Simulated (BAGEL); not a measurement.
**CH5AlOS (SMILES C[O][AlH][SH]): B3LYP/cc-pVDZ (density fitting with qzvpp-jkfit)**

Aim: the energy change on altering one bond length of CH5AlOS at B3LYP/cc-pVDZ (density fitting with qzvpp-jkfit), from 2 runs. 

Program for the calculation: BAGEL 1.2.2.

1 further run of the same task is left out (set aside as unsound or not needed). Runs told in other sessions of the task aren't counted.

**1. The structure to begin with**

CH5AlOS: 9 atoms, total charge 0, spin state singlet. SMILES: `C[O][AlH][SH]`. The coordinates come from a PBE0-D4/def2-TZVP relaxation. This is one conformer, not always the lowest.

Bond lengths: C1–O2 1.394 Å, O2–Al3 1.679 Å, Al3–S4 2.185 Å, C1–H5 1.098 Å, C1–H6 1.095 Å, C1–H7 1.095 Å, Al3–H8 1.569 Å, S4–H9 1.345 Å. Some angles: C1–O2–Al3 138.3°, O2–Al3–S4 120.8°, O2–C1–H5 112.7°, O2–C1–H6 110.2°, O2–C1–H7 110.1°, O2–Al3–H8 118.9°, S4–Al3–H8 120.3°, Al3–S4–H9 93.5°, H5–C1–H6 107.8°, H5–C1–H7 107.8°.

**2. A single-point energy at B3LYP/cc-pVDZ (density fitting with qzvpp-jkfit)**

job.json

```json
{ "bagel": [

{
  "title": "molecule",
  "basis": "cc-pvdz.json",
  "df_basis": "qzvpp-jkfit",
  "angstrom": true,
  "geometry": [
    { "atom": "C", "xyz": [       0.612900,       1.288100,       0.163300 ] },
    { "atom": "O", "xyz": [       0.207400,       0.389900,      -0.822800 ] },
    { "atom": "Al", "xyz": [      -0.503200,      -1.128100,      -0.920600 ] },
    { "atom": "S", "xyz": [      -1.045300,      -2.228800,       0.887900 ] },
    { "atom": "H", "xyz": [       0.400200,       0.928300,       1.178600 ] },
    { "atom": "H", "xyz": [       1.690300,       1.468000,       0.089900 ] },
    { "atom": "H", "xyz": [       0.100100,       2.246400,       0.033100 ] },
    { "atom": "H", "xyz": [      -0.773800,      -1.748500,      -2.336000 ] },
    { "atom": "H", "xyz": [      -0.600000,      -1.261900,       1.709600 ] }
  ]
},

{
  "title": "ks",
  "xc_func": "b3lyp"
},

{
  "title": "print",
  "file": "orbitals.molden",
  "orbitals": true
}

]}
```

The basis set cc-pVDZ is read from a file made from the Basis Set Exchange's data (not shown).

Command:

```console
BAGEL_NUM_THREADS=1 BAGEL job.json > job.out
```

Standard output:

```text
* using 1 threads per process

  ===============================================================
  ===============================================================

  *** Geometry ***

  { "atom" : "C", "xyz" : [      1.158213,      2.434156,      0.308592 ] },
  { "atom" : "O", "xyz" : [      0.391929,      0.736804,     -1.554867 ] },
  { "atom" : "Al", "xyz" : [     -0.950910,     -2.131800,     -1.739682 ] },
  { "atom" : "S", "xyz" : [     -1.975331,     -4.211822,      1.677888 ] },
  { "atom" : "H", "xyz" : [      0.756268,      1.754233,      2.227231 ] },
  { "atom" : "H", "xyz" : [      3.194204,      2.774118,      0.169886 ] },
  { "atom" : "H", "xyz" : [      0.189162,      4.245081,      0.062550 ] },
  { "atom" : "H", "xyz" : [     -1.462270,     -3.304186,     -4.414400 ] },
  { "atom" : "H", "xyz" : [     -1.133836,     -2.384645,      3.230676 ] },

  Number of auxiliary basis functions:      498

  Since a DF basis is specified, we compute 2- and 3-index integrals:
    o Being stored without compression. Storage requirement is 0.032 GB

  Number of basis functions:       89
  Number of electrons      :       48

    * METHOD: MOLECULE                             0.26

  *** Kohn-Sham DFT ***

    * Removing 15776 points whose weight is below 1.00e-10
    * Grid points: 118378

  === Nuclear Repulsion ===
   198.0351952400

       - DIIS with orbital gradients will be used.

  === KS iteration (b3lyp / cc-pvdz.json) ===
      0       -729.68150950          0.09867559           0.42
      1       -701.93137201          0.15868928           0.39
      2       -723.40980685          0.11020984           0.39
      3       -741.22452028          0.08520938           0.38
      4       -725.16977139          0.17299246           0.38
      5       -753.28149359          0.05614986           0.39
      6       -756.66288815          0.02070709           0.39
      7       -756.57498278          0.02883818           0.38
      8       -757.03409285          0.00695948           0.38
      9       -757.06846603          0.00294103           0.38
     10       -757.07395656          0.00086056           0.38
     11       -757.07454656          0.00028458           0.38
     12       -757.07460740          0.00012553           0.38
     13       -757.07461632          0.00001779           0.39
     14       -757.07461650          0.00000524           0.38
     15       -757.07461652          0.00000103           0.38
     16       -757.07461652          0.00000024           0.39
     17       -757.07461652          0.00000012           0.39
     18       -757.07461652          0.00000002           0.38
     19       -757.07461652          0.00000001           0.39
    * SCF iteration converged.

    * Permanent dipole moment:
           (   -0.239964,    -0.520634,    -0.336210) a.u.

    * METHOD: KS                                   8.48

    * METHOD: PRINT                                0.02

  ===============================================================
```

Run time: 9 s. Hardware: 1 thread of Arm Neoverse V1, shared host; peak memory 0.5 GiB.

**3. The distorted shape**

input.json

```json
{ "bagel": [

{
  "title": "molecule",
  "basis": "cc-pvdz.json",
  "df_basis": "qzvpp-jkfit",
  "angstrom": true,
  "geometry": [
    { "atom": "C", "xyz": [       0.826070,       1.743480,       0.192639 ] },
    { "atom": "O", "xyz": [       0.420570,       0.845280,      -0.793461 ] },
    { "atom": "Al", "xyz": [      -0.503200,      -1.128100,      -0.920600 ] },
    { "atom": "S", "xyz": [      -1.045300,      -2.228800,       0.887900 ] },
    { "atom": "H", "xyz": [       0.613370,       1.383680,       1.207939 ] },
    { "atom": "H", "xyz": [       1.903470,       1.923380,       0.119239 ] },
    { "atom": "H", "xyz": [       0.313270,       2.701780,       0.062439 ] },
    { "atom": "H", "xyz": [      -0.773800,      -1.748500,      -2.336000 ] },
    { "atom": "H", "xyz": [      -0.600000,      -1.261900,       1.709600 ] }
  ]
},

{
  "title": "ks",
  "xc_func": "b3lyp"
},

{
  "title": "print",
  "file": "orbitals.molden",
  "orbitals": true
}

]}
```

The basis set cc-pVDZ is read from a file made from the Basis Set Exchange's data (not shown).

Command:

```console
BAGEL_NUM_THREADS=1 BAGEL input.json > input.out
```

Standard output:

```text
* using 1 threads per process

  ===============================================================
  ===============================================================

  *** Geometry ***

  { "atom" : "C", "xyz" : [      1.561046,      3.294700,      0.364035 ] },
  { "atom" : "O", "xyz" : [      0.794762,      1.597348,     -1.499424 ] },
  { "atom" : "Al", "xyz" : [     -0.950910,     -2.131800,     -1.739682 ] },
  { "atom" : "S", "xyz" : [     -1.975331,     -4.211822,      1.677888 ] },
  { "atom" : "H", "xyz" : [      1.159101,      2.614776,      2.282674 ] },
  { "atom" : "H", "xyz" : [      3.597037,      3.634661,      0.225329 ] },
  { "atom" : "H", "xyz" : [      0.591995,      5.105624,      0.117993 ] },
  { "atom" : "H", "xyz" : [     -1.462270,     -3.304186,     -4.414400 ] },
  { "atom" : "H", "xyz" : [     -1.133836,     -2.384645,      3.230676 ] },

  Number of auxiliary basis functions:      498

  Since a DF basis is specified, we compute 2- and 3-index integrals:
    o Being stored without compression. Storage requirement is 0.032 GB

  Number of basis functions:       89
  Number of electrons      :       48

    * METHOD: MOLECULE                             0.26

  *** Kohn-Sham DFT ***

    * Removing 15133 points whose weight is below 1.00e-10
    * Grid points: 119021

  === Nuclear Repulsion ===
   182.7582045413

       - DIIS with orbital gradients will be used.

  === KS iteration (b3lyp / cc-pvdz.json) ===
      0       -730.26531430          0.07960297           0.43
      1       -701.98612608          0.15459344           0.40
      2       -722.04296839          0.10699326           0.39
      3       -741.71049628          0.08036400           0.40
      4       -734.54408853          0.13428018           0.41
      5       -754.47784704          0.03304584           0.40
      6       -753.25954383          0.05795895           0.39
      7       -756.84724803          0.01516923           0.40
      8       -756.95957452          0.00786213           0.40
      9       -757.00737389          0.00451868           0.40
     10       -757.02037902          0.00146546           0.41
     11       -757.02219878          0.00061915           0.40
     12       -757.02240360          0.00028504           0.42
     13       -757.02247557          0.00005624           0.42
     14       -757.02247770          0.00001911           0.40
     15       -757.02247796          0.00000404           0.41
     16       -757.02247796          0.00000404           0.40
     17       -757.02247797          0.00000085           0.40
     18       -757.02247798          0.00000034           0.39
     19       -757.02247798          0.00000016           0.39
     20       -757.02247798          0.00000003           0.41
     21       -757.02247798          0.00000002           0.40
     22       -757.02247798          0.00000000           0.41
    * SCF iteration converged.

    * Permanent dipole moment:
           (    0.128335,     0.264928,    -0.274936) a.u.

    * METHOD: KS                                  10.07

    * METHOD: PRINT                                0.02

  ===============================================================
```

Wall time 11 s (1 thread of Arm Neoverse V1, shared host); peak memory 0.5 GiB.

**4. Outcome**

At B3LYP/cc-pVDZ (density fitting with qzvpp-jkfit):

| quantity | value |
| --- | --- |
| first shape: total energy | -757.07462 Eh |
| first shape: dipole moment | 1.69 D |
| first shape: HOMO energy | -7.27 eV |
| first shape: LUMO energy | -0.65 eV |
| first shape: HOMO–LUMO gap | 6.61 eV |
| distorted shape: total energy | -757.02248 Eh |
| distorted shape: dipole moment | 1.02 D |
| distorted shape: HOMO energy | -6.39 eV |
| distorted shape: LUMO energy | -1.44 eV |
| distorted shape: HOMO–LUMO gap | 4.94 eV |
| energy change with the O2–Al3 bond stretched from 1.679 to 2.183 Å | 1.419 eV |

In words: With the O2–Al3 bond stretched from 1.679 to 2.183 Å the energy rises by 1.42 eV (137 kJ/mol). The first shape isn't relaxed at this level, so the change isn't measured from a minimum.
